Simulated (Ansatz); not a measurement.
**AlF2H3Si: up Jacob's ladder to CCSD(T)**

The task here is to estimate one member of a computed series from the others.

Computed with Ansatz 0.2.0, Gaussian basis. Level: functionals in def2-TZVPP, the program's frozen cores in correlated methods.

Plan: LDA (SPW92), PBE-D4, revPBE-D4, BLYP-D4, r2SCAN-D4, B97M-V, PBE0-D4, B3LYP-D4, r2SCANh-D4, r2SCAN0-D4, HSE06-D4, BHLYP-D4, CAM-B3LYP-D4, LC-ωPBE, ωB97X-V, ωB97M-V, B2PLYP, PBE-QIDH; CCSD(T)/def2-SVP; CCSD(T)/def2-TZVPP; MP2/def2-QZVPP; extrapolation to the limit; RPA on PBE.

### Structure used throughout

All runs share one geometry, relaxed beforehand with PBE0-D4 in a triple-zeta def2 set.

7 atoms, charge 0, spin multiplicity 1.

Atoms are counted from 1 here; the program's logs count them from 0.

Bond lengths: F1–Si2 1.601 Å, Si2–F3 1.601 Å, Si2–Al4 2.481 Å, Si2–H5 1.487 Å, Al4–H6 1.587 Å, Al4–H7 1.585 Å. Angles: F1–Si2–F3 106.6°, F1–Si2–Al4 109.3°, F1–Si2–H5 105.9°, F3–Si2–Al4 109.3°, F3–Si2–H5 105.9°, Al4–Si2–H5 119.1°, Si2–Al4–H6 119.9°, Si2–Al4–H7 119.5°, H6–Al4–H7 120.6°.

The first run:

in.yaml

```yaml
crystal:
  periodic: [false, false, false]
  atoms:
    - {symbol: F, position_ang: [-0.127520, -1.781749, 1.217966]}
    - {symbol: Si, position_ang: [0.690297, -0.665702, 0.411647]}
    - {symbol: F, position_ang: [1.445929, -1.422723, -0.780171]}
    - {symbol: Al, position_ang: [-0.898304, 0.984495, -0.541583]}
    - {symbol: H, position_ang: [1.755579, -0.192746, 1.335389]}
    - {symbol: H, position_ang: [-0.774465, 2.517789, -0.152858]}
    - {symbol: H, position_ang: [-2.030116, 0.492537, -1.536189]}
basis:
  gaussian: {orbitals: def2-TZVPP}
hamiltonian: {xc: lda}
output: {orbitals: {seedname: orbitals}}
```

Run with:

```
ansatz run in.yaml --threads 2 --pin off --events-out ev --progress --plain --max-ram 4352MiB
```

Among the steps run: LDA; PBE-D4 (GGA); revPBE-D4 (GGA); BLYP-D4 (GGA); r2SCAN-D4 (meta-GGA); B97M-V (meta-GGA); B3LYP-D4 (hybrid); r2SCANh-D4 (hybrid); r2SCAN0-D4 (hybrid); HSE06-D4 (hybrid); BHLYP-D4 (hybrid); CAM-B3LYP-D4 (range-separated); LC-ωPBE (range-separated); ωB97X-V (range-separated); ωB97M-V (range-separated); B2PLYP (double hybrid); PBE-QIDH (double hybrid).

One of the session's tables, all rows but one given; the rest of the session is left out.

It belongs to the step «Frontier levels by functional». 

| functional | HOMO (eV) | LUMO (eV) | gap (eV) |
| --- | --- | --- | --- |
| LDA (SPW92) | -6.72 | -3.53 | 3.19 |
| PBE-D4 | -6.64 | -3.29 | 3.35 |
| revPBE-D4 | ? | ? | ? |
| BLYP-D4 | -6.54 | -3.16 | 3.38 |
| r2SCAN-D4 | -6.91 | -3.03 | 3.88 |
| B97M-V | -6.98 | -3.28 | 3.70 |
| PBE0-D4 | -7.84 | -2.52 | 5.31 |
| B3LYP-D4 | -7.66 | -2.72 | 4.94 |
| r2SCANh-D4 | -7.35 | -2.77 | 4.58 |
| r2SCAN0-D4 | -8.01 | -2.38 | 5.63 |
| HSE06-D4 | -7.44 | -2.89 | 4.55 |
| BHLYP-D4 | -8.96 | -1.73 | 7.23 |
| CAM-B3LYP-D4 | -9.15 | -1.56 | 7.59 |
| LC-ωPBE | -10.43 | -0.45 | 9.98 |
| ωB97X-V | -10.11 | -0.56 | 9.55 |
| ωB97M-V | -9.85 | -0.85 | 9.00 |

Estimate the missing values for revPBE-D4.

As computed: HOMO (eV): -6.60; LUMO (eV): -3.18; gap (eV): 3.42. In the column «HOMO (eV)» it lies between PBE-D4 (-6.64) and BLYP-D4 (-6.54).
